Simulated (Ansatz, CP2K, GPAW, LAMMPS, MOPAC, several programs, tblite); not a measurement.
# NaI from cheap methods to r2SCAN

How much accuracy does each second buy? NaI is computed with 12 methods, from the cheapest up to r2SCAN.

Computed with LAMMPS, MOPAC, tblite, CP2K, GPAW, Ansatz (versions at each run) (no spin polarisation, static lattice; gaps from single points on the cell relaxed beforehand with r²SCAN, unless a step's input says otherwise).

1 further run of the same task is left out (set aside as unsound or not needed).

**1. The system as given**

It takes space group Fm-3m (No. 225, cubic). Conventional cell: a = 6.459 Å, b = 6.459 Å, c = 6.459 Å, α = 90.00°, β = 90.00°, γ = 90.00°. Na (site symmetry m-3m) has 6 I at 3.23 Å as nearest neighbours. I (site symmetry m-3m) has 6 Na at 3.23 Å as nearest neighbours.

Structure file:

```xyz
2
Lattice="0.0000 3.2297 3.2297 3.2297 0.0000 3.2297 3.2297 3.2297 0.0000" Properties=species:S:1:pos:R:3 pbc="T T T"
Na    0.0000    0.0000    0.0000
I     3.2297    3.2297    3.2297
```

The structure type (rocksalt) is imposed and need not be the compound's stable one.

**Question.** The methods are ffield.eim, PM6, PM7, GFN1-xTB (tblite), GFN2-xTB (tblite), PBE/DZVP, PBE/single-zeta, PBE/SZV, coarse PBE, GLLB-SC, PBE, r2SCAN. What gap does r2SCAN give on this cell, and which other methods (full PBE left aside) come nearest to r2SCAN and farthest in gap, volume and bulk modulus?

| quantity | value |
| --- | --- |
| r2SCAN | gap 4.45 eV, 33.69 Å³/atom, B₀ 17 GPa |
| gap: nearest and farthest of the other methods | coarse PBE (-0.81 eV), PM7 (+9.20 eV) |
| volume: nearest and farthest of the other methods | ffield.eim (-0.2 %), PBE/SZV (+6.2 %) |
| bulk modulus: nearest and farthest of the other methods | PBE/DZVP, PBE/SZV (about 7 % off); ffield.eim (+268 %) |

**Reading.** Among the 9 methods compared for the gap (full PBE left aside), coarse PBE is nearest to r2SCAN and PM7 farthest. Among the 5 methods compared for the volume (full PBE left aside), ffield.eim is nearest to r2SCAN and PBE/SZV farthest. For the bulk modulus (full PBE left aside), PBE/DZVP, PBE/SZV tie for nearest to r2SCAN; ffield.eim is farthest. A minimal basis or a coarse cutoff and mesh shifts results by its own error, so closeness to r2SCAN can be chance. Cluster runs see only the k-points that fold onto the zone centre, so their gaps can miss the band edges. GLLB-SC is compared with its derivative discontinuity added. No volume is given for PM6, GFN2-xTB (tblite), PBE/single-zeta, coarse PBE, which can hide a larger miss. CPU times run from 0.13 s (ffield.eim) to 13 s (GLLB-SC). On this cell PBE/DZVP, PBE/single-zeta, GLLB-SC cost more than r2SCAN itself (7.4 s), so they are no saving here. r2SCAN is a yardstick, not the truth: it usually gives gaps below the measured ones. Spin-orbit coupling is left out throughout.
